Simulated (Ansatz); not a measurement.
# Ba2C: the cost of one run

Method: DFT PBE, scalar-relativistic, plane waves, PAW, in Ansatz 0.2.0.

1 further run of the same task is left out (it didn't finish).

## 1. The structure to begin with

It takes space group P4mm (No. 99, tetragonal). The conventional cell has a = 4.270 Å, b = 4.270 Å, c = 5.347 Å, α = 90.00°, β = 90.00°, γ = 90.00°. Ba (site symmetry 4mm) has 1 C at 2.19 Å as nearest neighbours. Ba (site symmetry 4mm) is surrounded by 4 C at 3.12 Å and 4 Ba at 3.33 Å. C (site symmetry 4mm) has 6 Ba at 2.19 to 3.16 Å as nearest neighbours.

Structure file:

```cif
data_structure
_symmetry_space_group_name_H-M 'P4mm'
_symmetry_Int_Tables_number 99
_cell_length_a 4.2703
_cell_length_b 4.2703
_cell_length_c 5.3468
_cell_angle_alpha 90.000
_cell_angle_beta 90.000
_cell_angle_gamma 90.000
_cell_volume 97.50
loop_
_atom_site_label
_atom_site_type_symbol
_atom_site_symmetry_multiplicity
_atom_site_Wyckoff_symbol
_atom_site_fract_x
_atom_site_fract_y
_atom_site_fract_z
_atom_site_occupancy
Ba1 Ba 1 a 0.00000 0.00000 0.03258 1
Ba2 Ba 1 b 0.50000 0.50000 0.77121 1
C1 C 1 a 0.00000 0.00000 0.62309 1
```

A structure generator made this guess: random cell by space group and Wyckoff sites (P4mm, No. 99). Its size is a rough estimate.

## 2. A first look at the guess

File input.yaml:

```yaml
crystal:
  lattice:
    - [4.27033726, 0.0, 0.0]
    - [0.0, 4.27033726, 0.0]
    - [0.0, 0.0, 5.34684171]
  atoms:
    - { symbol: Ba, position: [0.0, 0.0, 0.03257943] }
    - { symbol: Ba, position: [0.5, 0.5, 0.77121279] }
    - { symbol: C, position: [0.0, 0.0, 0.62309062] }
basis:
  ecutwfc: 420
kpoints:
  mp_grid: { grid: [4, 4, 4] }
hamiltonian:
  xc: pbe
scf:
  occupations: { method: gaussian, width: 0.1 }
  lower_state_search: "off"
output:
  forces: true
  stress: true
  eigenvalues: true
```

On the command line:

```sh
$ ansatz run input.yaml --threads 1 --pin off --max-ram 2048MiB --backend cpu --events-out ev --progress --plain --runs-dir out
```

**Question.** How long does this run take on 1 thread of Arm Neoverse V1, shared host, and how much memory does it need?

About 4 s, with a peak of 0.29 GiB.
